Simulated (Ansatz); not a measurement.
# C₂H₅Ge radical: one species, many methods

An exercise on one series of results from a longer session: the logs are not shown, and one member is left open.

Computed with Ansatz 0.2.0, Gaussian basis. Level: functionals in def2-TZVPP, the program's frozen cores in correlated methods.

The runs, in order: LDA (SPW92), PBE-D4, revPBE-D4, BLYP-D4, r2SCAN-D4, B97M-V, PBE0-D4, B3LYP-D4, r2SCANh-D4, r2SCAN0-D4, HSE06-D4, BHLYP-D4, CAM-B3LYP-D4, LC-ωPBE, ωB97X-V, ωB97M-V, B2PLYP, PBE-QIDH; CCSD(T)/def2-SVP; CCSD(T)/def2-TZVPP; MP2/def2-QZVPP; extrapolation to the limit; RPA on PBE.

### The relaxed structure

An earlier PBE0-D4 in a triple-zeta def2 set relaxation fixed the geometry.

SMILES `C=[CH][GeH2]`, 8 atoms, charge 0, spin multiplicity 2.

Atoms are counted from 1 here; the program's logs count them from 0.

Bond lengths: C1–C2 1.334 Å, C1–H4 1.086 Å, C1–H5 1.086 Å, C2–Ge3 1.920 Å, C2–H6 1.088 Å, Ge3–H7 1.542 Å, Ge3–H8 1.541 Å. Angles: C2–C1–H4 121.8°, C2–C1–H5 122.0°, H4–C1–H5 116.2°, C1–C2–Ge3 123.7°, C1–C2–H6 118.9°, Ge3–C2–H6 117.3°, C2–Ge3–H7 111.3°, C2–Ge3–H8 112.7°, H7–Ge3–H8 112.0°.

Set-up of the first run:

Input file in.yaml:

```yaml
crystal:
  periodic: [false, false, false]
  atoms:
    - {symbol: C, position_ang: [-0.562366, 1.104140, -0.571678]}
    - {symbol: C, position_ang: [-0.575458, 0.045870, 0.240681]}
    - {symbol: Ge, position_ang: [0.997796, -0.936213, 0.736775]}
    - {symbol: H, position_ang: [-1.466856, 1.660754, -0.800157]}
    - {symbol: H, position_ang: [0.348949, 1.453166, -1.048769]}
    - {symbol: H, position_ang: [-1.514543, -0.250786, 0.702391]}
    - {symbol: H, position_ang: [2.146158, -0.697594, -0.264046]}
    - {symbol: H, position_ang: [0.718420, -2.436535, 0.948904]}
basis:
  gaussian: {orbitals: def2-TZVPP}
magnetization: {spin_polarized: true, initial_magnetization: 1}
hamiltonian: {xc: lda}
output: {orbitals: {seedname: orbitals}}
```

The run is started by

```bash
$ ansatz run in.yaml --threads 4 --pin off --events-out ev --progress --plain --max-ram 10444MiB
```

Steps of the session up to this table: LDA; PBE-D4 (GGA); revPBE-D4 (GGA); BLYP-D4 (GGA); r2SCAN-D4 (meta-GGA); B97M-V (meta-GGA); B3LYP-D4 (hybrid); r2SCANh-D4 (hybrid); r2SCAN0-D4 (hybrid); HSE06-D4 (hybrid); BHLYP-D4 (hybrid); CAM-B3LYP-D4 (range-separated); LC-ωPBE (range-separated); ωB97X-V (range-separated); ωB97M-V (range-separated); B2PLYP (double hybrid); PBE-QIDH (double hybrid).

One of the session's tables, all rows but one given; the rest of the session is left out.

It belongs to the step «Frontier levels by functional». 

| functional | HOMO (eV) | LUMO (eV) | gap (eV) |
| --- | --- | --- | --- |
| LDA (SPW92) | -4.75 | -3.86 | 0.89 |
| PBE-D4 | -4.72 | -3.48 | 1.24 |
| revPBE-D4 | -4.69 | -3.34 | 1.35 |
| BLYP-D4 | -4.50 | -3.50 | 1.00 |
| r2SCAN-D4 | ? | ? | ? |
| B97M-V | -4.85 | -3.56 | 1.29 |
| PBE0-D4 | -5.73 | -2.53 | 3.21 |
| B3LYP-D4 | -5.46 | -2.92 | 2.54 |
| r2SCANh-D4 | -5.45 | -2.75 | 2.70 |
| r2SCAN0-D4 | -6.01 | -2.26 | 3.75 |
| HSE06-D4 | -5.34 | -2.90 | 2.44 |
| BHLYP-D4 | -6.55 | -1.67 | 4.88 |
| CAM-B3LYP-D4 | -6.88 | -1.61 | 5.27 |
| LC-ωPBE | -8.28 | -0.19 | 8.09 |
| ωB97X-V | -7.77 | -0.65 | 7.12 |
| ωB97M-V | -7.64 | -0.74 | 6.90 |

**Question.** Estimate the row for r2SCAN-D4.

Worked estimate for «HOMO (eV)». Against the share of exact exchange, r2SCANh-D4 (0.1, -5.45), r2SCAN0-D4 (0.25, -6.01) give a slope of -3.73 per unit share; at 0 the line stands at -5.08.

As computed: HOMO (eV): -5.07; LUMO (eV): -3.08; gap (eV): 1.99. In «HOMO (eV)» the line misses by -0.01.
